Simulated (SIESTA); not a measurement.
A run of SIESTA 5.4.2 is set up as follows.

Contents of Rh.fdf:

```
SystemName                      Rh
SystemLabel                     Rh
NumberOfSpecies                 1
NumberOfAtoms                   1
%block ChemicalSpeciesLabel
  1  45 Rh
%endblock ChemicalSpeciesLabel

LatticeConstant                 1.0 Ang
%block LatticeVectors
     2.4265300000     0.1231000000     0.0000000000
    -0.2893500000     2.4123600000     0.0000000000
     0.0000000000     0.0000000000    23.8000000000
%endblock LatticeVectors
AtomicCoordinatesFormat         Ang
%block AtomicCoordinatesAndAtomicSpecies
     1.0685900000     1.2677300000     7.0000560000  1
%endblock AtomicCoordinatesAndAtomicSpecies

%block kgrid.MonkhorstPack
   11   0   0  0.0
    0  11   0  0.0
    0   0   1  0.0
%endblock kgrid.MonkhorstPack
XC.Functional                   GGA
XC.Authors                      PBE
PAO.BasisSize                   DZP
PAO.EnergyShift                 0.003 Ry
Mesh.Cutoff                     800 Ry
OccupationFunction              FD
ElectronicTemperature           0.05 eV
Slab.DipoleCorrection           vacuum
MaxSCFIterations                120
SCF.MustConverge                false
SCF.Mixer.Method                Pulay
SCF.Mixer.Weight                0.25
SCF.Mixer.History               8
SCF.DM.Tolerance                5.0e-05
SCF.H.Tolerance                 1.0e-03 eV
WriteForces                     true
Charge.Mulliken                 end
Charge.Hirshfeld                end
Charge.Voronoi                  end
SaveRho                         true
SaveElectrostaticPotential      true
MD.TypeOfRun                    CG
MD.Steps                        40
MD.MaxForceTol                  0.01 eV/Ang
MD.MaxDispl                     0.1 Ang
WriteCoorStep                   true
AtomCoorFormatOut               Fractional
%block PAO.Basis
  Rh 5
  n=4 0 2
    2.902 0.000
  n=5 0 2
    8.446 0.000
  n=4 1 2
    3.313 0.000
  n=5 1 1
    8.446
  n=4 2 2
    5.624 0.000
%endblock PAO.Basis
```

Potentials or basis: PseudoDojo 0.4 stringent (PBE files), DZP (energy shift 0.003 Ry; two zetas on semicore shells).

Launch:

```console
$ siesta < Rh.fdf > Rh.out 2>&1
```

**Question.** Estimate the work function.

**Answer.** 5.68 eV.

**Question.** Estimate the band gap on the k mesh.

**Answer.** None (metal or under the smearing width).

Stress tensor (GPa, compression positive):
```
1.09 0.02 0.00
0.02 1.10 0.00
0.00 0.00 0.00
```

Caveat: the relaxation stopped at its first step, so nothing moved; the basis of atomic orbitals isn't converged, which shifts pressures, moduli and gaps.
